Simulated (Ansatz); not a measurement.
**PBE0/def2-SVP run of C2H5BO (SMILES B1CCO1)**

Aim: the electronic atomisation energy of C2H5BO at PBE0/def2-SVP, from 5 runs. 

The calculation is run with Ansatz 0.2.0.

68 further runs of the same task are left out: 68 set aside as unsound or not needed.

## 1. The system as given

The species is C2H5BO (9 atoms), meant as a singlet with charge 0. As SMILES, `B1CCO1`. The coordinates come from a PBE0-D4/def2-TZVP relaxation.

Bond lengths: B1–C2 1.580 Å, C2–C3 1.533 Å, B1–O4 1.364 Å, C3–O4 1.455 Å, B1–H5 1.195 Å, C2–H6 1.091 Å, C2–H7 1.091 Å, C3–H8 1.092 Å, C3–H9 1.092 Å. Some angles: B1–C2–C3 80.2°, C2–B1–O4 95.4°, C2–C3–O4 93.7°, B1–O4–C3 90.7°, B1–C2–H6 117.4°, B1–C2–H7 117.4°, C3–C2–H6 115.4°, C3–C2–H7 115.4°, C2–B1–H5 139.9°, O4–B1–H5 124.7°.

## 2. The energy at PBE0/def2-SVP

Contents of molecule.yaml:

```yaml
crystal:
  periodic: [false, false, false]
  atoms:
    - {symbol: B, position_ang: [-0.402600, 0.301700, -1.082000]}
    - {symbol: C, position_ang: [0.506000, 0.617000, 0.171000]}
    - {symbol: C, position_ang: [-0.098600, -0.719600, 0.617700]}
    - {symbol: O, position_ang: [-0.884800, -0.878500, -0.596200]}
    - {symbol: H, position_ang: [-0.697000, 0.772800, -2.139500]}
    - {symbol: H, position_ang: [0.236300, 1.479000, 0.782200]}
    - {symbol: H, position_ang: [1.586200, 0.614100, 0.021000]}
    - {symbol: H, position_ang: [-0.757600, -0.681300, 1.487200]}
    - {symbol: H, position_ang: [0.600600, -1.551500, 0.721500]}
basis:
  gaussian: {orbitals: def2-SVP}
hamiltonian: {xc: pbe0}
accuracy: high
output: {orbitals: {seedname: orbitals}}
```

On the command line:

```
$ ansatz run molecule.yaml --threads 1 --pin off --max-ram 3480MiB --events-out events.jsonl --progress --plain --runs-dir runs
```

What it wrote:

```text
Warning: RAYON_NUM_THREADS=1 ignored (pool sized by the plan → 1); use --threads N
Functional definition: PBE0
  name "PBE0"
  parameter a = 0.25
  parameter kappa = 0.804
  parameter beta = 0.06672455060314922
  exchange = (1 - a)*pbe_x(kappa = kappa, mu = beta*pi^2/3) + a*exact_x
  correlation = pbe_c(beta = beta)
1978 factors; integrals over basis functions are off by at most 3.5e-9 eV
mean field evaluation 1: about -4865.0886 eV, gradient 4.5e1 eV
mean field evaluation 2: about -4862.5858 eV, gradient 5.8e1 eV
mean field evaluation 4: about -4869.6594 eV, gradient 2.7e0 eV
mean field evaluation 8: about -4869.6762 eV, gradient 1.4e-1 eV
mean field evaluation 16: about -4869.6763 eV, gradient 2.1e-6 eV
mean field -4869.67629295 eV, -178.9573029808 hartree, gradient 4.5e-8 eV, S^2 0.000000; 0 other end points of the search recorded, 0 dependent functions left out
reference -4869.67629527 eV, -178.9573030660 hartree; 15, 15 occupied and 66, 66 virtual orbitals, 1978 factors
Total energy: -4869.67629527 eV, -178.9573030660 hartree
```

Run time: 4.8 s. Hardware: 1 thread of Arm Neoverse V2, shared host; peak memory 0.25 GiB.

## 3. The B atom at the same level

Contents of in.yaml:

```yaml
crystal:
  periodic: [false, false, false]
  atoms:
    - {symbol: B, position_ang: [0.000000, 0.000000, 0.000000]}
basis:
  gaussian: {orbitals: def2-SVP}
total_charge: 0
magnetization: {spin_polarized: true, initial_magnetization: 1}
hamiltonian: {xc: pbe0}
accuracy: high
```

Run the same way, it converges to -24.58932 Eh (log not shown).

## 4. The C atom, same level

Contents of in.yaml:

```yaml
crystal:
  periodic: [false, false, false]
  atoms:
    - {symbol: C, position_ang: [0.000000, 0.000000, 0.000000]}
basis:
  gaussian:
    orbitals: def2-SVP
magnetization:
  spin_polarized: true
  initial_magnetization: 2
hamiltonian:
  xc: pbe0
accuracy: high
```

Run the same way, it converges to -37.76066 Eh (log not shown).

## 5. The H atom

Contents of input.yaml:

```yaml
crystal:
  periodic: [false, false, false]
  atoms:
    - {symbol: H, position_ang: [0.000000, 0.000000, 0.000000]}
basis:
  gaussian:
    orbitals: def2-SVP
magnetization:
  spin_polarized: true
  initial_magnetization: 1
hamiltonian:
  xc: {name: PBE0}
accuracy: high
```

Run the same way, it converges to -0.50029 Eh (log not shown).

## 6. The O atom, same level

Contents of input.yaml:

```yaml
crystal:
  periodic: [false, false, false]
  atoms:
    - symbol: O
      position_ang: [0.000000, 0.000000, 0.000000]
basis:
  gaussian:
    orbitals: def2-SVP
magnetization:
  spin_polarized: true
  initial_magnetization: 2
hamiltonian:
  xc: {name: PBE0}
accuracy: high
```

Run the same way, it converges to -74.92490 Eh (log not shown).

## 7. What came out

Level: PBE0/def2-SVP.

| quantity | value |
| --- | --- |
| molecule: total energy | -178.95730 Eh |
| molecule: HOMO energy | -8.30 eV |
| molecule: LUMO energy | 0.09 eV |
| molecule: HOMO–LUMO gap | 8.39 eV |
| B atom: total energy | -24.58932 Eh |
| B atom: ⟨S²⟩ | 0.752 |
| C atom: total energy | -37.76066 Eh |
| C atom: ⟨S²⟩ | 2.002 |
| H atom: total energy | -0.50029 Eh |
| H atom: ⟨S²⟩ | 0.750 |
| O atom: total energy | -74.92490 Eh |
| O atom: ⟨S²⟩ | 2.002 |
| electronic atomisation energy | 38.648 eV |

**Reading.** Taking the molecule apart into free atoms costs 38.65 eV (3729 kJ/mol), before zero-point energy and without spin-orbit coupling.
